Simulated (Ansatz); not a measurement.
# BCCD(T)/cc-pVDZ run of C2H6AlCl (dimethylaluminum chloride)

Aim: the energy change on altering one bond length of C2H6AlCl (dimethylaluminum chloride) at BCCD(T)/cc-pVDZ, from 2 runs. 

Program for the calculation: Ansatz 0.2.0.

56 further runs of the same task are left out: 56 set aside as unsound or not needed.

## Step 1: The molecule

C2H6AlCl has 10 atoms, charge 0, and is taken as a singlet. As SMILES, `[CH3][Al]([CH3])[Cl]`. The shape is that of a PBE0-D4/def2-TZVP optimisation.

Bond lengths: C1–Al2 1.942 Å, Al2–C3 1.942 Å, Al2–Cl4 2.114 Å, C1–H5 1.092 Å, C1–H6 1.095 Å, C1–H7 1.095 Å, C3–H8 1.095 Å, C3–H9 1.093 Å, C3–H10 1.094 Å. Some angles: C1–Al2–C3 125.8°, C1–Al2–Cl4 117.8°, C3–Al2–Cl4 116.4°, Al2–C1–H5 112.5°, Al2–C1–H6 110.7°, Al2–C1–H7 110.7°, Al2–C3–H8 110.7°, Al2–C3–H9 112.6°, Al2–C3–H10 110.7°, H5–C1–H6 108.1°.

## Step 2: The energy at BCCD(T)/cc-pVDZ

The input, job.yaml:

```yaml
crystal:
  periodic: [false, false, false]
  atoms:
    - symbol: C
      position_ang: [-0.517700, 1.358200, -0.989200]
    - symbol: Al
      position_ang: [-0.252300, -0.446600, -0.322400]
    - symbol: C
      position_ang: [0.742200, -0.932200, 1.273500]
    - symbol: Cl
      position_ang: [-1.112300, -2.038200, -1.415400]
    - symbol: H
      position_ang: [-1.121400, 1.383800, -1.898300]
    - symbol: H
      position_ang: [-1.010200, 1.981400, -0.235400]
    - symbol: H
      position_ang: [0.443800, 1.835600, -1.206000]
    - symbol: H
      position_ang: [0.102400, -1.471200, 1.979300]
    - symbol: H
      position_ang: [1.158700, -0.063300, 1.788800]
    - symbol: H
      position_ang: [1.566900, -1.607500, 1.025200]
basis:
  gaussian: {orbitals: cc-pVDZ}
correlation: {method: bccd_t, frozen_orbitals: {Al: 5, C: 1, Cl: 5, H: 0}}
accuracy: high
scf: {omitted_lower_state_checks: [cluster_reference, increment]}
```

On the command line:

```sh
$ ansatz run job.yaml --threads 1 --pin off --max-ram 3480MiB --events-out events.jsonl --progress --plain --runs-dir runs
```

The program printed (excerpt; [...] marks lines left out):

```text
Warning: RAYON_NUM_THREADS=1 ignored (pool sized by the plan → 1); use --threads N
Functional definition: HF
  name "HF"
[...]
2223 factors; integrals over basis functions are off by at most 4.2e-9 eV
[...]
mean field -21245.08836636 eV, -780.7425970256 hartree, gradient 6.8e-9 eV, S^2 0.000000; 0 other end points of the search recorded, 0 dependent functions left out
12 core orbitals not correlated: weight in the atoms' cores, before any rotation towards them, 1.000 or more for the frozen orbitals, at most 0.000 for the correlated occupied ones
reference -21245.08836636 eV, -780.7425970256 hartree; 12, 12 occupied and 70, 70 virtual orbitals, 2223 factors
second order -13.32476473 eV of doubles, -0.00000000 eV of singles
cycle   1  -14.36690108 eV  change    -1.0e0 eV  update   7.2e-2
[...]
cycle  19  -14.72049991 eV  change   8.6e-10 eV  update   1.9e-9
perturbative correction -0.37989310 eV, -0.0139608140 hartree
Total energy: -21260.18875937 eV, -781.2975262333 hartree
Checks for a lower state left out: cluster_reference, increment
```

It took 34 s on 1 thread of Arm Neoverse V1, shared host; peak memory 0.78 GiB.

## Step 3: The distorted shape

The input, molecule.yaml:

```yaml
crystal:
  periodic: [false, false, false]
  atoms:
    - {symbol: C, position_ang: [-0.259709, 1.835664, -0.661311]}
    - {symbol: Al, position_ang: [0.005691, 0.030864, 0.005489]}
    - {symbol: C, position_ang: [1.000191, -0.454736, 1.601389]}
    - {symbol: Cl, position_ang: [-1.112300, -2.038200, -1.415400]}
    - {symbol: H, position_ang: [-0.863409, 1.861264, -1.570411]}
    - {symbol: H, position_ang: [-0.752209, 2.458864, 0.092489]}
    - {symbol: H, position_ang: [0.701791, 2.313064, -0.878111]}
    - {symbol: H, position_ang: [0.360391, -0.993736, 2.307189]}
    - {symbol: H, position_ang: [1.416691, 0.414164, 2.116689]}
    - {symbol: H, position_ang: [1.824891, -1.130036, 1.353089]}
basis:
  gaussian:
    orbitals: cc-pVDZ
correlation:
  method: bccd_t
  frozen_orbitals: {Al: 5, C: 1, Cl: 5, H: 0}
accuracy: high
scf:
  omitted_lower_state_checks: [cluster_reference, increment]
```

On the command line:

```sh
$ ansatz run molecule.yaml --threads 1 --pin off --max-ram 3480MiB --events-out events.jsonl --progress --plain --runs-dir runs
```

The program printed (excerpt; [...] marks lines left out):

```text
Warning: RAYON_NUM_THREADS=1 ignored (pool sized by the plan → 1); use --threads N
[... 2 set-up lines as earlier in the session ...]
[...]
2203 factors; integrals over basis functions are off by at most 8.2e-9 eV
[...]
mean field -21243.81417345 eV, -780.6957712999 hartree, gradient 7.5e-8 eV, S^2 0.000000; 0 other end points of the search recorded, 0 dependent functions left out
12 core orbitals not correlated: weight in the atoms' cores, before any rotation towards them, 1.000 or more for the frozen orbitals, at most 0.000 for the correlated occupied ones
reference -21243.81417345 eV, -780.6957712999 hartree; 12, 12 occupied and 70, 70 virtual orbitals, 2203 factors
second order -13.27540408 eV of doubles, -0.00000000 eV of singles
cycle   1  -14.31121657 eV  change    -1.0e0 eV  update   8.1e-2
[...]
cycle  22  -14.68772096 eV  change  -4.9e-10 eV  update   1.6e-9
perturbative correction -0.40019032 eV, -0.0147067230 hartree
Total energy: -21258.90208473 eV, -781.2502418123 hartree
Checks for a lower state left out: cluster_reference, increment
```

Run time: 37 s. Hardware: 1 thread of Arm Neoverse V1, shared host; peak memory 0.78 GiB.

## Step 4: What came out

Level: BCCD(T)/cc-pVDZ, 12 core orbitals frozen.

| quantity | value |
| --- | --- |
| first shape: total energy | -781.29753 Eh |
| first shape: correlation energy (12 core orbitals frozen) | -554.9 mEh |
| first shape: (T) correction | -13.96 mEh |
| distorted shape: total energy | -781.25024 Eh |
| distorted shape: correlation energy (12 core orbitals frozen) | -554.5 mEh |
| distorted shape: (T) correction | -14.71 mEh |
| energy change with the Al2–Cl4 bond stretched from 2.114 to 2.748 Å | 1.287 eV |

What this shows: With the Al2–Cl4 bond stretched from 2.114 to 2.748 Å the energy rises by 1.29 eV (124 kJ/mol). The first shape isn't relaxed at this level, so the change isn't measured from a minimum. The triples (first shape) make up 2.5 % of the correlation energy. The triples (distorted shape) make up 2.7 % of the correlation energy.
